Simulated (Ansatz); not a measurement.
# CdS5: the cost of one run

Method: DFT PBE, scalar-relativistic, plane waves, PAW, in Ansatz 0.2.0.

## (1) The structure to begin with

The structure is hexagonal, space group P-62m (No. 189). The conventional cell has a = 6.243 Å, b = 6.243 Å, c = 5.610 Å, α = 90.00°, β = 90.00°, γ = 120.00°. Around Cd (site symmetry -62m) lie 12 S at 3.60 Å. S (site symmetry m2m) has 10 S at 3.44 to 3.91 Å and 2 Cd at 3.60 Å as nearest neighbours. S (site symmetry -6) has 9 S at 3.44 to 3.60 Å and 3 Cd at 3.60 Å as nearest neighbours.

Coordinates:

```
CELL_PARAMETERS angstrom
6.24336 0.00000 0.00000
-3.12168 5.40691 0.00000
0.00000 0.00000 5.61025
ATOMIC_POSITIONS crystal
Cd 0.00000 0.00000 0.50000
S 0.00000 0.63834 0.00000
S 0.63834 0.00000 0.00000
S 0.36166 0.36166 0.00000
S 0.66667 0.33333 0.50000
S 0.33333 0.66667 0.50000
```

The cell is invented: species swapped into a database cell of YMg5 (P-62m, No. 189), with Cd on the Y sites and S on the Mg sites. The dimensions are guesses.

## (2) Probe: one point on a coarse mesh

input.yaml

```yaml
crystal:
  lattice:
    - [6.24336427, 0.0, 0.0]
    - [-3.12168213, 5.40691206, 0.0]
    - [0.0, 0.0, 5.61025133]
  atoms:
    - { symbol: Cd, position: [0.0, 0.0, 0.5] }
    - { symbol: S, position: [0.0, 0.638336, 0.0] }
    - { symbol: S, position: [0.638336, 0.0, 0.0] }
    - { symbol: S, position: [0.361664, 0.361664, 0.0] }
    - { symbol: S, position: [0.66666667, 0.33333333, 0.5] }
    - { symbol: S, position: [0.33333333, 0.66666667, 0.5] }
basis:
  ecutwfc: 420
kpoints:
  mp_grid: { grid: [3, 3, 4] }
hamiltonian:
  xc: pbe
scf:
  occupations: { method: gaussian, width: 0.1 }
  lower_state_search: "off"
output:
  forces: true
  stress: true
  eigenvalues: true
```

Command:

```console
> ansatz run input.yaml --threads 1 --pin off --max-ram 2560MiB --backend cpu --events-out ev --progress --plain --runs-dir out
```

**Question.** How long does this run take on 1 thread of Arm Neoverse V1, shared host, and how much memory does it need?

About 4 s, with a peak of 0.36 GiB.
